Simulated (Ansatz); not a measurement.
**C₂H₄AlN: a ladder of functionals and wavefunction methods**

One table from this session's results is given with a row withheld; the runs are named, their logs left out.

Method: functionals in def2-TZVPP, the program's frozen cores in correlated methods; program: Ansatz 0.2.0, Gaussian basis.

Levels to be run: LDA (SPW92), PBE-D4, revPBE-D4, BLYP-D4, r2SCAN-D4, B97M-V, PBE0-D4, B3LYP-D4, r2SCANh-D4, r2SCAN0-D4, HSE06-D4, BHLYP-D4, CAM-B3LYP-D4, LC-ωPBE, ωB97X-V, ωB97M-V, B2PLYP, PBE-QIDH; CCSD(T)/def2-SVP; CCSD(T)/def2-TZVPP; MP2/def2-QZVPP; extrapolation to the limit; RPA on PBE.

1 further run of the same task is left out (it didn't finish).

### The relaxed structure

An earlier PBE0-D4 in a triple-zeta def2 set relaxation fixed the geometry.

8 atoms, charge 0, spin multiplicity 1.

Atoms are counted from 1 here; the program's logs count them from 0.

Bond lengths: C1–C2 1.210 Å, C1–H5 1.067 Å, C2–Al3 1.908 Å, Al3–N4 1.761 Å, Al3–H6 1.576 Å, N4–H7 1.007 Å, N4–H8 1.007 Å. Angles: C2–C1–H5 180.0°, C1–C2–Al3 178.8°, C2–Al3–N4 117.4°, C2–Al3–H6 122.6°, N4–Al3–H6 120.0°, Al3–N4–H7 124.6°, Al3–N4–H8 124.9°, H7–N4–H8 110.5°.

Geometry (Å):

```xyz
8
charge 0, multiplicity 1
C     1.08652    1.95817   -1.13173
C     0.55128    1.16297   -0.39264
Al   -0.29277   -0.06363    0.79990
N    -0.63557   -1.68010    0.19109
H     1.55819    2.65859   -1.78339
H    -0.68187    0.32036    2.27787
H    -0.41771   -1.99982   -0.73876
H    -1.07597   -2.41364    0.72187
```

The first run:

in.yaml

```yaml
crystal:
  periodic: [false, false, false]
  atoms:
    - {symbol: C, position_ang: [1.086520, 1.958167, -1.131732]}
    - {symbol: C, position_ang: [0.551279, 1.162973, -0.392639]}
    - {symbol: Al, position_ang: [-0.292767, -0.063630, 0.799900]}
    - {symbol: N, position_ang: [-0.635574, -1.680102, 0.191089]}
    - {symbol: H, position_ang: [1.558191, 2.658593, -1.783391]}
    - {symbol: H, position_ang: [-0.681870, 0.320361, 2.277869]}
    - {symbol: H, position_ang: [-0.417713, -1.999818, -0.738763]}
    - {symbol: H, position_ang: [-1.075966, -2.413644, 0.721870]}
basis:
  gaussian: {orbitals: def2-TZVPP}
hamiltonian: {xc: lda}
output: {orbitals: {seedname: orbitals}}
```

The run is started by

```bash
$ ansatz run in.yaml --threads 2 --pin off --events-out ev --progress --plain --max-ram 4352MiB
```

Steps of the session up to this table: LDA; PBE-D4 (GGA); revPBE-D4 (GGA); BLYP-D4 (GGA); r2SCAN-D4 (meta-GGA); B97M-V (meta-GGA); PBE0-D4 (hybrid); B3LYP-D4 (hybrid); r2SCANh-D4 (hybrid); r2SCAN0-D4 (hybrid); HSE06-D4 (hybrid); BHLYP-D4 (hybrid); CAM-B3LYP-D4 (range-separated); LC-ωPBE (range-separated); ωB97X-V (range-separated); ωB97M-V (range-separated); B2PLYP (double hybrid); PBE-QIDH (double hybrid).

One of the session's tables, all rows but one given; the rest of the session is left out.

It belongs to the step «Frontier levels by functional». 

```
  functional  HOMO (eV)  gap (eV)
 LDA (SPW92)      -6.41      4.44
      PBE-D4      -6.22      4.49
   revPBE-D4      -6.15      4.53
     BLYP-D4      -6.08      4.48
   r2SCAN-D4      -6.48      5.02
      B97M-V          ?         ?
     PBE0-D4      -7.56      6.63
    B3LYP-D4      -7.31      6.18
  r2SCANh-D4      -6.99      5.81
  r2SCAN0-D4      -7.75      6.99
    HSE06-D4      -7.15      5.85
    BHLYP-D4      -8.79      8.69
CAM-B3LYP-D4      -8.99      9.03
     LC-ωPBE     -10.44     11.58
     ωB97X-V     -10.02     11.06
     ωB97M-V      -9.92     10.74
```

Q: Estimate the row for B97M-V from the others.

**Answer.** HOMO (eV): -6.52; gap (eV): 4.97. In the column «HOMO (eV)» it lies between r2SCANh-D4 (-6.99) and r2SCAN-D4 (-6.48).
